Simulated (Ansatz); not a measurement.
# The silver atom: basis-set convergence

The task here is to estimate one member of a computed series from the others.

The runs use Ansatz 0.2.0, Gaussian basis; one geometry, several basis sets.

Levels to be run: PBE0/def2-SVP; ωB97M-V/def2-SVP; PBE0/def2-QZVPP; ωB97M-V/def2-QZVPP; the functionals' def2-TZVPP values are taken from earlier runs.

### The atom

SMILES `[Ag]`, 1 atom, charge 0, spin multiplicity 2.

Ag takes the def2 core potential; no spin-orbit term is included.

Set-up of the first run:

in.yaml

```yaml
crystal:
  periodic: [false, false, false]
  atoms:
    - {symbol: Ag, position_ang: [0.000000, 0.000000, 0.000000]}
basis:
  gaussian: {orbitals: def2-SVP}
magnetization: {spin_polarized: true, initial_magnetization: 1}
hamiltonian: {xc: pbe0}
output: {orbitals: {seedname: orbitals}}
```

Among the steps run: PBE0 in def2-SVP; ωB97M-V in def2-SVP; PBE0 in def2-QZVPP; ωB97M-V in def2-QZVPP.

One of the session's tables, all rows but one given; the rest of the session is left out.

It belongs to the step «Functionals by basis». 

```
functional       basis  HOMO (eV)  LUMO (eV)
      PBE0    def2-SVP      -5.30      -2.80
      PBE0  def2-TZVPP      -5.34      -2.83
      PBE0  def2-QZVPP      -5.36      -2.86
   ωB97M-V    def2-SVP      -6.95      -1.34
   ωB97M-V  def2-TZVPP          ?          ?
   ωB97M-V  def2-QZVPP      -7.03      -1.39
```

**Question.** Estimate the row for ωB97M-V, def2-TZVPP.

**Answer.** HOMO (eV): -7.01; LUMO (eV): -1.38. In the column «HOMO (eV)» it lies between ωB97M-V, def2-QZVPP (-7.03) and ωB97M-V, def2-SVP (-6.95).
